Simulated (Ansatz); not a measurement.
# ReAg2Cl6: the cost of one run

Computed with Ansatz 0.2.0 (DFT PBEsol+U (U = 5 eV, J = 0.9 eV on Re d), plane waves, PAW, no spin–orbit coupling unless a run says so, unless a step's input says otherwise).

## Step 1: The system as given

The structure is trigonal, space group R-3 (No. 148). Conventional cell: a = 6.573 Å, b = 6.573 Å, c = 16.731 Å, α = 90.00°, β = 90.00°, γ = 120.00°. Re (site symmetry -3) has 6 Cl at 2.35 Å as nearest neighbours. Ag (site symmetry 3) is surrounded by 3 Cl at 2.58 Å. Cl (site symmetry 1) is surrounded by 1 Re at 2.35 Å and 1 Ag at 2.58 Å.

Structure file:

```cif
data_structure
_symmetry_space_group_name_H-M 'P 1'
_symmetry_Int_Tables_number 1
_cell_length_a 6.7458
_cell_length_b 6.7458
_cell_length_c 6.7458
_cell_angle_alpha 58.315
_cell_angle_beta 58.315
_cell_angle_gamma 58.315
_cell_volume 208.69
loop_
_atom_site_label
_atom_site_type_symbol
_atom_site_fract_x
_atom_site_fract_y
_atom_site_fract_z
_atom_site_occupancy
Re1 Re 0.50000 0.50000 0.50000 1
Ag1 Ag 0.23437 0.23437 0.23437 1
Ag2 Ag 0.76563 0.76563 0.76563 1
Cl1 Cl 0.26833 0.84753 0.62783 1
Cl2 Cl 0.84753 0.62783 0.26833 1
Cl3 Cl 0.62783 0.26833 0.84753 1
Cl4 Cl 0.73167 0.15247 0.37217 1
Cl5 Cl 0.15247 0.37217 0.73167 1
Cl6 Cl 0.37217 0.73167 0.15247 1
```

An earlier series on this cell reached its lowest free state from «ferromagnetic start, free, default search», perhaps among other starts.

## Step 2: Total moment held at first, then free, 1.50 μB per cell

input.yaml reads:

```yaml
crystal:
  lattice:
    - [3.28665122, 1.89754897, 5.57700015]
    - [-3.28665122, 1.89754897, 5.57700015]
    - [0.0, -3.79509793, 5.57700015]
  atoms:
    - { symbol: Re, position: [0.5, 0.5, 0.5], spin: 1.5 }
    - { symbol: Ag, position: [0.2343666667, 0.2343666667, 0.2343666667] }
    - { symbol: Ag, position: [0.7656333333, 0.7656333333, 0.7656333333] }
    - { symbol: Cl, position: [0.26833, 0.84753, 0.62783] }
    - { symbol: Cl, position: [0.84753, 0.62783, 0.26833] }
    - { symbol: Cl, position: [0.62783, 0.26833, 0.84753] }
    - { symbol: Cl, position: [0.73167, 0.15247, 0.37217] }
    - { symbol: Cl, position: [0.15247, 0.37217, 0.73167] }
    - { symbol: Cl, position: [0.37217, 0.73167, 0.15247] }
basis:
  ecutwfc: 420
  ecutrho_ratio: 4
kpoints:
  mp_grid: { grid: [4, 4, 4] }
hamiltonian:
  xc: pbesol
  hubbard: { sites: [{ site: 0, l: d, u: 5.0, j: 0.9 }] }
scf:
  occupations: { method: gaussian, width: 0.05 }
  lower_state_search: "off"
  max_iter: 150
output:
  forces: true
  stress: true
  eigenvalues: true
  populations: true
  hubbard: { sites: [{ site: 0, l: d }] }
magnetization:
  spin_polarized: true
  initial_magnetization: 1.5
  spin_locking: { lock_magnetization: soft, n_iters: 12 }
```

The lock is temporary (n_iters 12) and is released on the way.

Command:

```bash
$ ansatz run input.yaml --threads 4 --pin off --max-ram 6144MiB --backend cpu --events-out ev --progress --plain --runs-dir out
```

Q: Estimate wall time and peak memory on 4 threads of Intel Xeon Platinum 8488C (Sapphire Rapids), shared host.

About 9.1 s, with a peak of 0.91 GiB.
